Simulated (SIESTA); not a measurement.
Ti3S4, 7 atoms in the cell. Symmetry: P3m1, No. 156, trigonal system. Conventional cell: a = 3.444 Å, b = 3.444 Å, c = 11.812 Å, α = 90.00°, β = 90.00°, γ = 120.00°. Ti (site symmetry 3m) has 6 S at 2.43 to 2.46 Å as nearest neighbours. Ti (site symmetry 3m) is surrounded by 6 S at 2.38 to 2.58 Å. Ti (site symmetry 3m) has 6 S at 2.42 to 2.54 Å as nearest neighbours. S (site symmetry 3m) has 6 Ti at 2.38 to 2.46 Å as nearest neighbours. S (site symmetry 3m) is surrounded by 3 Ti at 2.42 Å. S (site symmetry 3m) has 3 Ti at 2.43 Å as nearest neighbours. S (site symmetry 3m) has 6 Ti at 2.54 to 2.58 Å as nearest neighbours. The cell comes from a database or a generator and needn't be the stable form of this composition.

```yaml
Program: SIESTA 5.4.2
Task: band structure
Functional: PBEsol
Potentials_or_basis: PseudoDojo 0.4 standard (PBEsol files)
Basis: DZP (energy shift 0.003 Ry; two zetas on semicore shells)
Grid_cutoff: 800 Ry
Energy_shift: 0.003 Ry
k_mesh: 9 × 9 × 3
Occupations: fermi-dirac, width 0.05 eV
Spin: no spin polarisation
```

Potentials or basis: PseudoDojo 0.4 standard (PBEsol files), DZP (energy shift 0.003 Ry; two zetas on semicore shells).

Run with:

```console
$ siesta Ti3S4.fdf > Ti3S4.out 2>&1
```

Hardware: 1 thread of Arm Neoverse V2 (shared host).

Task: How long does it take, and how much memory?

Result: Wall time 2.5 min on 1 thread of Arm Neoverse V2 (shared host), peak memory 0.61 GiB. Counts: scf iterations 14, k points 122, bands 121.
